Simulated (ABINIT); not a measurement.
MnPt2, 3 atoms in the cell. The structure is trigonal, space group P-3m1 (No. 164). Conventional cell: a = 2.858 Å, b = 2.858 Å, c = 6.533 Å, α = 90.00°, β = 90.00°, γ = 120.00°. Around Pt (site symmetry 3m) lie 3 Mn at 2.64 Å and 9 Pt at 2.86 to 2.91 Å. Mn (site symmetry -3m) has 6 Pt at 2.64 Å and 6 Mn at 2.86 Å as nearest neighbours. The cell comes from a database or a generator and needn't be the stable form of this composition.

* Program: ABINIT 10.8.3 (patched build)
* Task: equation of state
* Functional: PBE
* Potentials or basis: JTH PAW PBE v2.0
* Cutoff: 707 eV
* k mesh: 11 × 11 × 4
* Occupations: fermi-dirac, width 0.05 eV
* Spin: collinear spin, ferromagnetic start
* Starting moments: [0.0, 0.0, 4.0] μB
* Fine-grid cutoff: 1306.15 eV

Potentials or basis: JTH PAW PBE v2.0.

Launch:

```console
$ mpirun --bind-to none -np 4 abinit run.abi > log 2>&1
```

Hardware: 4 MPI ranks on AMD EPYC 7R13 Processor (Zen 3), on a shared host.

Estimate the wall time of this run.

Wall time 13 min on 4 MPI ranks on AMD EPYC 7R13 Processor (Zen 3), on a shared host, peak memory 0.8 GiB a rank. Counts: scf iterations 228, mpi ranks 4, k points 58, bands 23, plane waves 1880.
